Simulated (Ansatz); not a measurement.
# Cl₂H₂OSi + H₂: a complex and its separated parts, part 2 of 2

Ansatz 0.2.0, Gaussian basis. The steps go on from the part before.

## Step 14: wB97X-V/def2-TZVPP

The inputs:

parta/in.yaml

```yaml
crystal:
  periodic: [false, false, false]
  atoms:
    - {symbol: Si, position_ang: [-0.555212, 0.459780, -1.056209]}
    - {symbol: O, position_ang: [0.646027, 0.877169, -0.050913]}
    - {symbol: Cl, position_ang: [-0.198732, -1.355488, -1.919558]}
    - {symbol: Cl, position_ang: [-2.335102, 0.326837, -0.065274]}
    - {symbol: H, position_ang: [-0.638396, 1.495391, -2.091601]}
    - {symbol: H, position_ang: [0.851226, 0.313068, 0.697165]}
basis:
  gaussian: {orbitals: def2-TZVPP}
hamiltonian: {xc: {name: wB97X-V}}
```

partb/in.yaml

```yaml
crystal:
  periodic: [false, false, false]
  atoms:
    - {symbol: H, position_ang: [1.358479, -1.248205, 2.033582]}
    - {symbol: H, position_ang: [0.871711, -0.868653, 2.452808]}
basis:
  gaussian: {orbitals: def2-TZVPP}
hamiltonian: {xc: {name: wB97X-V}}
```

One command serves all of them, each in its own folder.

On the command line:

```console
> ansatz run in.yaml --threads 4 --pin off --events-out ev --progress --plain --max-ram 9574MiB
```

parta printed, shortened:

```text
Functional definition: wB97X-V
  name "wB97X-V"
  cite "Mardirossian & Head-Gordon, Phys. Chem. Chem. Phys. 16, 9904 (2014) doi:10.1039/C3CP54374A"
  cite "Becke, J. Chem. Phys. 107, 8554 (1997) doi:10.1063/1.475007"
  cite "Vydrov & Van Voorhis, J. Chem. Phys. 133, 244103 (2010) doi:10.1063/1.3521275"
[...]
      + integral(e_c_pw_opposite_spin*poly(b97_u_opposite, cos0, cos1)) + vv10(b, c)
1180 factors; their error is unknown
202 factors; integrals over basis functions are off by at most 3.0e-5 eV
[...]
mean field -35003.22558811 eV, -1286.3448143247 hartree, gradient 6.3e-5 eV, S^2 0.000000; 0 other end points of the search recorded, 0 dependent functions left out
reference -35003.22558646 eV, -1286.3448142639 hartree; 29, 29 occupied and 156, 156 virtual orbitals, 1180 factors
Total energy: -35003.22558646 eV, -1286.3448142639 hartree
```

partb printed, shortened:

```text
[... 5 set-up lines as earlier in the session ...]
[...]
      + integral(e_c_pw_opposite_spin*poly(b97_u_opposite, cos0, cos1)) + vv10(b, c)
118 factors; their error is unknown
42 factors; integrals over basis functions are off by at most 3.0e-5 eV
[...]
mean field -31.90860119 eV, -1.1726194654 hartree, gradient 8.8e-5 eV, S^2 0.000000; 0 other end points of the search recorded, 0 dependent functions left out
reference -31.90860019 eV, -1.1726194287 hartree; 1, 1 occupied and 27, 27 virtual orbitals, 118 factors
Total energy: -31.90860019 eV, -1.1726194287 hartree
```

Times: 4.1 s (parta), 0.15 s (partb) on 4 threads of Arm Neoverse V2, shared host.

## Step 15: wB97M-V/def2-TZVPP

Each input of step 14 (parta, partb) changes in the same lines:

```diff
-hamiltonian: {xc: {name: wB97X-V}}
+hamiltonian: {xc: {name: wB97M-V}}
```

One command serves all of them, each in its own folder.

On the command line:

```console
> ansatz run in.yaml --threads 4 --pin off --events-out ev --progress --plain --max-ram 9574MiB
```

Log of parta, shortened:

```text
Functional definition: wB97M-V
  name "wB97M-V"
  cite "Mardirossian & Head-Gordon, J. Chem. Phys. 144, 214110 (2016) doi:10.1063/1.4952647"
[... 2 set-up lines as earlier in the session ...]
  # Of w^i u^j: cxij and so on, Table III.
[...]
  gx(w, u) = 1 - cx + cx01*u + cx10*w
[...]
      + integral(e_c_pw_mod_opposite_spin*gos(b97_w_opposite, b97_u_opposite)) + vv10(b, c)
1180 factors; their error is unknown
202 factors; integrals over basis functions are off by at most 3.0e-5 eV
[...]
mean field -35006.61438974 eV, -1286.4693504876 hartree, gradient 2.5e-5 eV, S^2 0.000000; 0 other end points of the search recorded, 0 dependent functions left out
reference -35006.61442990 eV, -1286.4693519634 hartree; 29, 29 occupied and 156, 156 virtual orbitals, 1180 factors
Total energy: -35006.61442990 eV, -1286.4693519634 hartree
```

Log of partb, shortened:

```text
[... 5 set-up lines as earlier in the session ...]
  # Of w^i u^j: cxij and so on, Table III.
[...]
  gx(w, u) = 1 - cx + cx01*u + cx10*w
[...]
      + integral(e_c_pw_mod_opposite_spin*gos(b97_w_opposite, b97_u_opposite)) + vv10(b, c)
118 factors; their error is unknown
42 factors; integrals over basis functions are off by at most 3.0e-5 eV
[...]
mean field -31.60111719 eV, -1.1613196367 hartree, gradient 7.3e-6 eV, S^2 0.000000; 0 other end points of the search recorded, 0 dependent functions left out
reference -31.60114145 eV, -1.1613205282 hartree; 1, 1 occupied and 27, 27 virtual orbitals, 118 factors
Total energy: -31.60114145 eV, -1.1613205282 hartree
```

Times: 4.8 s (parta), 0.15 s (partb) on 4 threads of Arm Neoverse V2, shared host.

## Step 16: B2PLYP/def2-TZVPP

Each input of step 15 (parta, partb) changes in the same lines:

```diff
-hamiltonian: {xc: {name: wB97M-V}}
+hamiltonian: {xc: {name: B2PLYP}}
```

The same command starts each run, in its folder.

On the command line:

```console
> ansatz run in.yaml --threads 4 --pin off --events-out ev --progress --plain --max-ram 9574MiB
```

Output in parta, shortened:

```text
Functional definition: B2PLYP
  name "B2PLYP"
  cite "Grimme, J. Chem. Phys. 124, 034108 (2006) doi:10.1063/1.2148954"
[... 2 set-up lines as earlier in the session ...]
[...]
1104 factors; integrals over basis functions are off by at most 7.1e-4 eV
[...]
mean field -34990.78286070 eV, -1285.8875525264 hartree, gradient 7.4e-6 eV, S^2 0.000000; 0 other end points of the search recorded, 0 dependent functions left out
16 core orbitals not correlated: weight in the atoms' cores, before any rotation towards them, 1.000 or more for the frozen orbitals, at most 0.000 for the correlated occupied ones
reference -34990.78301876 eV, -1285.8875583348 hartree; 13, 13 occupied and 156, 156 virtual orbitals, 1104 factors
second order -24.19554274 eV of doubles, -0.00000000 eV of singles
Total energy: -34997.31581530 eV, -1286.1276341795 hartree
```

Log of partb, shortened:

```text
[... 5 set-up lines as earlier in the session ...]
[...]
145 factors; integrals over basis functions are off by at most 7.3e-4 eV
[...]
mean field -31.55849506 eV, -1.1597533022 hartree, gradient 1.0e-6 eV, S^2 0.000000; 0 other end points of the search recorded, 0 dependent functions left out
reference -31.55858447 eV, -1.1597565881 hartree; 1, 1 occupied and 27, 27 virtual orbitals, 145 factors
second order -1.02366182 eV of doubles, -0.00000000 eV of singles
Total energy: -31.83497316 eV, -1.1699136852 hartree
```

Times: 2.5 s (parta), 0.1 s (partb) on 4 threads of Arm Neoverse V2, shared host.

## Step 17: PBE-QIDH/def2-TZVPP

Each input of step 16 (parta, partb) changes in the same lines:

```diff
-hamiltonian: {xc: {name: B2PLYP}}
+hamiltonian: {xc: {name: PBE-QIDH}}
```

The same command starts each run, in its folder.

On the command line:

```console
> ansatz run in.yaml --threads 4 --pin off --events-out ev --progress --plain --max-ram 9574MiB
```

parta printed, shortened:

```text
Functional definition: PBE-QIDH
  name "PBE-QIDH"
  cite "Brémond, Sancho-García, Pérez-Jiménez & Adamo, J. Chem. Phys. 141, 031101 (2014) doi:10.1063/1.4890314"
[... 1 set-up line as earlier in the session ...]
[...]
1104 factors; integrals over basis functions are off by at most 7.1e-4 eV
[...]
mean field -34980.68236233 eV, -1285.5163660577 hartree, gradient 6.8e-6 eV, S^2 0.000000; 0 other end points of the search recorded, 0 dependent functions left out
16 core orbitals not correlated: weight in the atoms' cores, before any rotation towards them, 1.000 or more for the frozen orbitals, at most 0.000 for the correlated occupied ones
reference -34980.68237324 eV, -1285.5163664584 hartree; 13, 13 occupied and 156, 156 virtual orbitals, 1104 factors
second order -22.48905147 eV of doubles, -0.00000000 eV of singles
Total energy: -34988.17872373 eV, -1285.7918522577 hartree
```

partb printed, shortened:

```text
[... 4 set-up lines as earlier in the session ...]
[...]
145 factors; integrals over basis functions are off by at most 7.3e-4 eV
[...]
mean field -31.52725475 eV, -1.1586052421 hartree, gradient 1.4e-6 eV, S^2 0.000000; 0 other end points of the search recorded, 0 dependent functions left out
reference -31.52726117 eV, -1.1586054780 hartree; 1, 1 occupied and 27, 27 virtual orbitals, 145 factors
second order -0.95920387 eV of doubles, -0.00000000 eV of singles
Total energy: -31.84699579 eV, -1.1703555087 hartree
```

Times: 2.7 s (parta), 0.1 s (partb) on 4 threads of Arm Neoverse V2, shared host.

## Step 18: RPA on PBE/def2-TZVPP

Each input of step 17 (parta, partb) changes in the same lines:

```diff
-hamiltonian: {xc: {name: PBE-QIDH}}
+hamiltonian: {xc: pbe}
+correlation: {method: rpa}
```

The same command starts each run, in its folder.

On the command line:

```console
> ansatz run in.yaml --threads 4 --pin off --events-out ev --progress --plain --max-ram 9574MiB
```

Output in parta, shortened:

```text
[... 4 set-up lines as earlier in the session ...]
[...]
1104 factors; integrals over basis functions are off by at most 7.1e-4 eV
[...]
mean field -34992.32737494 eV, -1285.9443123775 hartree, gradient 9.5e-6 eV, S^2 0.000000; 0 other end points of the search recorded, 0 dependent functions left out
16 core orbitals not correlated: weight in the atoms' cores, before any rotation towards them, 1.000 or more for the frozen orbitals, at most 0.000 for the correlated occupied ones
reference -34943.44949405 eV, -1284.1480833855 hartree; 13, 13 occupied and 156, 156 virtual orbitals, 1104 factors
Total energy: -34975.73147023 eV, -1285.3344241287 hartree
```

Log of partb, shortened:

```text
[... 4 set-up lines as earlier in the session ...]
[...]
145 factors; integrals over basis functions are off by at most 7.3e-4 eV
[...]
mean field -31.73221540 eV, -1.1661374069 hartree, gradient 1.4e-6 eV, S^2 0.000000; 0 other end points of the search recorded, 0 dependent functions left out
reference -30.80640571 eV, -1.1321145287 hartree; 1, 1 occupied and 27, 27 virtual orbitals, 145 factors
Total energy: -32.86230541 eV, -1.2076674491 hartree
```

Times: 2.2 s (parta), 0.1 s (partb) on 4 threads of Arm Neoverse V2, shared host.

## Step 19: CCSD(T)/def2-TZVPP

Each input of step 18 (parta, partb) changes in the same lines:

```diff
-hamiltonian: {xc: pbe}
-correlation: {method: rpa}
+correlation: {method: ccsd_t}
```

The same command starts each run, in its folder.

On the command line:

```console
> ansatz run in.yaml --threads 4 --pin off --events-out ev --progress --plain --max-ram 9574MiB
```

Log of parta, shortened:

```text
Functional definition: HF
  name "HF"
  cite "Fock, Z. Phys. 61, 126 (1930) doi:10.1007/BF01340294"
[... 1 set-up line as earlier in the session ...]
[...]
1104 factors; integrals over basis functions are off by at most 7.1e-4 eV
[...]
mean field -34944.84663813 eV, -1284.1994274833 hartree, gradient 3.9e-6 eV, S^2 0.000000; 0 other end points of the search recorded, 0 dependent functions left out
16 core orbitals not correlated: weight in the atoms' cores, before any rotation towards them, 1.000 or more for the frozen orbitals, at most 0.000 for the correlated occupied ones
reference -34944.84663813 eV, -1284.1994274833 hartree; 13, 13 occupied and 156, 156 virtual orbitals, 1104 factors
second order -19.98525020 eV of doubles, -0.00000000 eV of singles
cycle   1  -20.58195483 eV  change   -6.0e-1 eV  update   8.5e-2
[...]
cycle   8  -21.07936833 eV  change    8.9e-8 eV  update   2.5e-5
perturbative correction -0.83699479 eV, -0.0307589910 hartree
Total energy: -34966.76300124 eV, -1285.0048389722 hartree
```

partb printed, shortened:

```text
[... 4 set-up lines as earlier in the session ...]
[...]
145 factors; integrals over basis functions are off by at most 7.3e-4 eV
[...]
mean field -30.82770933 eV, -1.1328974222 hartree, gradient 4.3e-7 eV, S^2 0.000000; 0 other end points of the search recorded, 0 dependent functions left out
reference -30.82770933 eV, -1.1328974222 hartree; 1, 1 occupied and 27, 27 virtual orbitals, 145 factors
second order -0.86257384 eV of doubles, -0.00000000 eV of singles
cycle   1  -1.00722832 eV  change   -1.4e-1 eV  update   2.6e-2
[...]
cycle   7  -1.07307582 eV  change    7.0e-7 eV  update   4.2e-7
perturbative correction 0.00000000 eV, 0.0000000000 hartree
Total energy: -31.90078515 eV, -1.1723322311 hartree
```

Wall times: 26 s (parta), 0.1 s (partb) on 4 threads of Arm Neoverse V2, shared host; peak memory 1.7 GiB.

## Step 20: Vibrations of Cl₂H₂OSi

The input, vib-parta/in.yaml:

```yaml
crystal:
  periodic: [false, false, false]
  atoms:
    - {symbol: Si, position_ang: [-0.555212, 0.459780, -1.056209]}
    - {symbol: O, position_ang: [0.646027, 0.877169, -0.050913]}
    - {symbol: Cl, position_ang: [-0.198732, -1.355488, -1.919558]}
    - {symbol: Cl, position_ang: [-2.335102, 0.326837, -0.065274]}
    - {symbol: H, position_ang: [-0.638396, 1.495391, -2.091601]}
    - {symbol: H, position_ang: [0.851226, 0.313068, 0.697165]}
basis:
  gaussian: {orbitals: def2-TZVP}
hamiltonian: {xc: pbe0, dispersion: d4}
phonons: {temperatures: {t_min: 298.15, t_max: 900, t_step: 200}}
```

On the command line:

```console
> ansatz run in.yaml --threads 4 --pin off --events-out ev --progress --plain --max-ram 9574MiB
```

The log of the run, shortened:

```text
[... 5 set-up lines as earlier in the session ...]
[...]
1043 factors; their error is unknown
[...]
mean field -34995.10446515 eV, -1286.0463685605 hartree, gradient 6.4e-5 eV, S^2 0.000000; 0 other end points of the search recorded, 0 dependent functions left out
[...]
Atom 3 at    -2.335102     0.326837    -0.065274 Å, force    -0.000172    -0.000054     0.000067 eV/Å
Atom 4 at    -0.638396     1.495391    -2.091601 Å, force     0.000084     0.000113    -0.000033 eV/Å
Atom 5 at     0.851226     0.313068     0.697165 Å, force    -0.000114     0.000147    -0.000246 eV/Å
Dipole moment:     0.141786    -0.010602     0.172933 e Å
Vibrations: 175.47 184.66 294.71 297.45 517.19 586.60 778.80 807.04 864.61 957.73 2325.00 3914.55 cm⁻¹, zero-point energy 0.725544 eV
```

Run time: 44 s. Hardware: 4 threads of Arm Neoverse V2, shared host.

The modes, with what each moves most:

```csv
mode,wavenumber (cm⁻¹),character
1,175,torsion with bend
2,185,bend
3,295,bend with torsion
4,297,bend
5,517,Si–Cl stretch
6,587,Si–Cl stretch
7,779,bend
8,807,bend with torsion
9,865,bend
10,958,Si–O stretch
11,2325,Si–H stretch
12,3915,O–H stretch
```

Vibrational sums (real modes only):

```csv
T (K),entropy (J/mol/K),heat capacity (J/mol/K)
298,39.0,48.8
498,68.8,66.4
698,92.8,75.2
898,112.4,80.5
```

## Step 21: Vibrations of H₂

The input, vib-partb/in.yaml:

```yaml
crystal:
  periodic: [false, false, false]
  atoms:
    - {symbol: H, position_ang: [1.358479, -1.248205, 2.033582]}
    - {symbol: H, position_ang: [0.871711, -0.868653, 2.452808]}
basis:
  gaussian: {orbitals: def2-TZVP}
hamiltonian: {xc: pbe0, dispersion: d4}
phonons: {temperatures: {t_min: 298.15, t_max: 900, t_step: 200}}
```

On the command line:

```console
> ansatz run in.yaml --threads 4 --pin off --events-out ev --progress --plain --max-ram 9574MiB
```

The log of the run, shortened:

```text
[... 5 set-up lines as earlier in the session ...]
[...]
88 factors; their error is unknown
[...]
mean field -31.78865271 eV, -1.1682114401 hartree, gradient 1.8e-5 eV, S^2 0.000000; 0 other end points of the search recorded, 0 dependent functions left out
[...]
reference -31.78855974 eV, -1.1682080233 hartree; 1, 1 occupied and 11, 11 virtual orbitals, 88 factors
Total energy: -31.79027513 eV, -1.1682710628 hartree
Atom 0 at     1.358479    -1.248205     2.033582 Å, force    -0.000996     0.000777     0.000858 eV/Å
Atom 1 at     0.871711    -0.868653     2.452808 Å, force     0.000996    -0.000777    -0.000858 eV/Å
Dipole moment:    -0.000000     0.000000     0.000000 e Å
Vibrations: 4414.48 cm⁻¹, zero-point energy 0.273663 eV
```

Wall time 0.2 s (4 threads of Arm Neoverse V2, shared host).

The modes, with what each moves most:

```csv
mode,wavenumber (cm⁻¹),character
1,4414,H–H stretch
```

Vibrational sums (real modes only):

```csv
T (K),entropy (J/mol/K),heat capacity (J/mol/K)
298,0.0,0.0
498,0.0,0.0
698,0.0,0.1
898,0.1,0.4
```

## Step 22: Complex less separated parts

The complex's own energies come from single points at the same levels.

Rows are in def2-TZVPP; times add the 3 runs of a level on a shared host, so small differences are noise.

Differences are taken before rounding.

```csv
method,rung,complex less parts (kcal/mol),from CCSD(T) (kcal/mol),time
SPW92,LDA,-2.28,-1.39,1.6 s
PBE-D4,GGA,-1.45,-0.56,2.6 s
BLYP-D4,GGA,-1.05,-0.15,2.8 s
r2SCAN-D4,meta-GGA,-0.91,-0.01,5.8 s
B97M-V,meta-GGA,-0.99,-0.09,11 s
PBE0-D4,hybrid,-1.28,-0.39,3.8 s
B3LYP-D4,hybrid,-1.11,-0.22,3.4 s
r2SCAN0-D4,hybrid,-0.97,-0.08,6.7 s
BHLYP-D4,hybrid,-1.15,-0.25,3.5 s
CAM-B3LYP-D4,range-separated hybrid,-1.24,-0.34,3.8 s
wB97X-V,range-separated hybrid,-1.04,-0.15,9 s
wB97M-V,range-separated hybrid,-0.98,-0.09,11 s
B2PLYP,double hybrid,-0.67,+0.23,5.8 s
PBE-QIDH,double hybrid,-0.84,+0.06,6.1 s
RPA on PBE,RPA,-0.63,+0.27,5.3 s
Hartree-Fock,wavefunction,0.04,+0.93,
MP2,wavefunction,-0.88,+0.02,
CCSD,wavefunction,-0.77,+0.13,
CCSD(T),wavefunction,-0.90,0,80 s
```

Among the levels timed on like hardware and quicker than the yardstick, those that no quicker one beats, quickest first: SPW92 (1.6 s, -1.39 kcal/mol); PBE-D4 (2.6 s, -0.56 kcal/mol); BLYP-D4 (2.8 s, -0.15 kcal/mol); r2SCAN-D4 (5.8 s, -0.01 kcal/mol).

For cost: r2SCAN-D4 gets within 0.01 kcal/mol in 5.8 s, where CCSD(T) took 80 s; the quickest level in the cost chart, SPW92, takes 1.6 s and misses by 1.39 kcal/mol.

The complex's zero-point energy, from a separate PBE0-D4 run, is 1.049 eV.

## Step 23: What came out

This closing draws on all 2 parts.

```
                              quantity           value
complex less parts, CCSD(T)/def2-TZVPP  -0.90 kcal/mol
                with zero-point energy  +0.25 kcal/mol
                 largest T1 diagnostic           0.010
```

In words: At CCSD(T) the complex lies 0.90 kcal/mol below its parts. The functionals run from r2SCAN-D4, off by -0.01 kcal/mol, to SPW92, off by -1.39 kcal/mol, against CCSD(T). Mean unsigned error by rung: LDA 1.39, GGA 0.35, meta-GGA 0.05, hybrid 0.23, range-separated hybrid 0.19, double hybrid 0.14 kcal/mol. PBE-D4 gives a relative energy 0.56 kcal/mol too low, an error of 62 % of the reference. No counterpoise was applied, and triple zeta lacks some correlation, so the CCSD(T) reference has a basis error of its own, and close matches with it are partly luck.
